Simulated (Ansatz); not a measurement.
Ta3Cu:

```
Ta Cu
1.0
    -2.00651    2.00651    4.20817
     2.00651   -2.00651    4.20817
     2.00651    2.00651   -4.20817
Ta Cu
3 1
Direct
  0.50000 0.50000 0.00000
  0.25000 0.75000 0.50000
  0.75000 0.25000 0.50000
  0.00000 0.00000 0.00000
```

The cell comes from a database or a generator and needn't be the stable form of this composition.

Base run:

* Program: Ansatz 0.2.0
* Functional: PBE
* Potentials or basis: Ansatz PAW
* Cutoff: 420 eV
* Density cutoff: 1680 eV
* k mesh: 7 × 7 × 7
* Occupations: fermi-dirac, width 0.05 eV
* Spin: no spin polarisation

Its results: band gap on the k mesh none (metal or under the smearing width); pressure 0.4 GPa.

Q: The run is repeated on the same cell with these changes: functional from PBE to PBEsol; spin from no spin polarisation to spin-orbit coupling, no magnetisation; potential files from those of the base run to others of the same set. What comes out?

A: Band gap on the k mesh none (metal or under the smearing width); pressure -6.5 GPa.

Several settings changed at once, so the effect can't be laid on one alone.

Caveats: the PAW data sets come from PBE, with cores solved anew for the run's functional, which leaves a small shift of forces and pressure (some runs).

Not every run made on this cell is shown here.
